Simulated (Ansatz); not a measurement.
# BF₂H₃Sn: a ladder of functionals and wavefunction methods

Aim: compute BF₂H₃Sn with functionals from several rungs and with coupled cluster. The yardstick is the atomisation energy at the CCSD(T) limit.

Program: Ansatz 0.2.0, Gaussian basis. Level of theory: functionals in def2-TZVPP, the program's frozen cores in correlated methods. These are calculated values, not measurements.

The runs, in order: LDA (SPW92), PBE-D4, revPBE-D4, BLYP-D4, r2SCAN-D4, B97M-V, PBE0-D4, B3LYP-D4, r2SCANh-D4, r2SCAN0-D4, HSE06-D4, BHLYP-D4, CAM-B3LYP-D4, LC-ωPBE, ωB97X-V, ωB97M-V, B2PLYP, PBE-QIDH; CCSD(T)/def2-SVP; CCSD(T)/def2-TZVPP; MP2/def2-QZVPP; extrapolation to the limit; RPA on PBE.

1 further run of the same task is left out (for a known fault of the program).

## (1) Structure used throughout

The geometry comes from an earlier relaxation with PBE0-D4 in a triple-zeta def2 set; it is a stationary point, not always the lowest conformer. Sn takes the def2 core potential; no spin-orbit term is included.

SMILES `F[B](F)[SnH3]`, 7 atoms, charge 0, spin multiplicity 1.

Atoms are counted from 1 here; the program's logs count them from 0.

Bond lengths: F1–B2 1.317 Å, B2–F3 1.318 Å, B2–Sn4 2.266 Å, Sn4–H5 1.704 Å, Sn4–H6 1.705 Å, Sn4–H7 1.705 Å. Angles: F1–B2–F3 116.6°, F1–B2–Sn4 122.1°, F3–B2–Sn4 121.4°, B2–Sn4–H5 110.9°, B2–Sn4–H6 109.9°, B2–Sn4–H7 109.9°, H5–Sn4–H6 108.9°, H5–Sn4–H7 108.9°, H6–Sn4–H7 108.2°.

Coordinates:

```xyz
7
BF2H3Sn
F     1.5146   -1.7239    0.4964
B     0.3211   -1.1758    0.5977
F    -0.5658   -1.8247    1.3248
Sn   -0.1936    0.7824   -0.4207
H     1.1449    1.3871   -1.2841
H    -0.6686    1.9352    0.7422
H    -1.4913    0.5519   -1.5022
```

## (2) LDA

This LDA is Slater exchange with PW92 correlation.

Contents of in.yaml:

```yaml
crystal:
  periodic: [false, false, false]
  atoms:
    - {symbol: F, position_ang: [1.514573, -1.723948, 0.496413]}
    - {symbol: B, position_ang: [0.321150, -1.175801, 0.597742]}
    - {symbol: F, position_ang: [-0.565829, -1.824658, 1.324798]}
    - {symbol: Sn, position_ang: [-0.193605, 0.782355, -0.420677]}
    - {symbol: H, position_ang: [1.144887, 1.387122, -1.284091]}
    - {symbol: H, position_ang: [-0.668632, 1.935174, 0.742208]}
    - {symbol: H, position_ang: [-1.491343, 0.551855, -1.502192]}
basis:
  gaussian: {orbitals: def2-TZVPP}
hamiltonian: {xc: lda}
output: {orbitals: {seedname: orbitals}}
```

Started as:

```sh
> ansatz run in.yaml --threads 2 --pin off --events-out ev --progress --plain --max-ram 4352MiB
```

The runs that follow: PBE-D4 (GGA); revPBE-D4 (GGA); BLYP-D4 (GGA); r2SCAN-D4 (meta-GGA); B97M-V (meta-GGA); PBE0-D4 (hybrid); B3LYP-D4 (hybrid); r2SCANh-D4 (hybrid); r2SCAN0-D4 (hybrid); HSE06-D4 (hybrid); BHLYP-D4 (hybrid); CAM-B3LYP-D4 (range-separated); LC-ωPBE (range-separated); ωB97X-V (range-separated); ωB97M-V (range-separated); B2PLYP (double hybrid); PBE-QIDH (double hybrid); CCSD(T) in def2-SVP; CCSD(T) in def2-TZVPP; MP2 in def2-QZVPP; RPA on PBE orbitals.

**Question.** What will the summary of the whole plan be? Wanted: atomisation energy, CCSD(T)/CBS; farthest beyond LDA; mean size of error, GGA; mean size of error, meta-GGA; mean size of error, hybrid; mean size of error, range-separated; mean size of error, double hybrid; gap, smallest and largest; T1 diagnostic.

**Answer**, as computed:

| quantity | value |
| --- | --- |
| atomisation energy, CCSD(T)/CBS | 2325.5 kJ/mol |
| functionals within 23.3 kJ/mol (1.0 %) | PBE-D4, BLYP-D4, r2SCAN-D4, B3LYP-D4, r2SCANh-D4, CAM-B3LYP-D4, LC-ωPBE, ωB97X-V, ωB97M-V |
| farthest beyond LDA | BHLYP-D4 (-86.8 kJ/mol) |
| mean size of error, GGA | 30.8 kJ/mol |
| mean size of error, meta-GGA | 15.0 kJ/mol |
| mean size of error, hybrid | 37.7 kJ/mol |
| mean size of error, range-separated | 6.7 kJ/mol |
| mean size of error, double hybrid | 33.9 kJ/mol |
| gap, smallest and largest | 5.18 eV (LDA (SPW92)), 12.40 eV (LC-ωPBE) |
| T1 diagnostic | 0.0141 |
| triples share of the correlation energy | 2.8 % |

What this shows: The LDA atomisation energy is off by 354.0 kJ/mol (15 %): it overbinds. PBE-D4 is off by +20.4 kJ/mol. Double hybrids carry the basis error of their MP2 part in triple zeta, and no dispersion term here, so their miss is partly the set-up's. The rungs range-separated, meta-GGA miss on average by less than the doubt on the reference (23.3 kJ/mol), so they tie. Misses under about 23.3 kJ/mol are within the doubt on the reference itself, which lacks core-valence correlation, spin-orbit coupling and higher excitations, and its outer-core shells are covered unevenly. All levels share the lack of spin-orbit coupling, which lowers the free heavy atoms and so the true binding. Hartree-Fock recovers 74 % of the binding; the rest is correlation. CCSD(T) in def2-SVP is off by -130.6 kJ/mol, worse than the median functional, from the basis alone. The gap grows from 5.2 to 12.4 eV across the functionals, mostly with the share of exact exchange. Correlated methods include outer-core shells of Sn, which these sets cover unevenly.
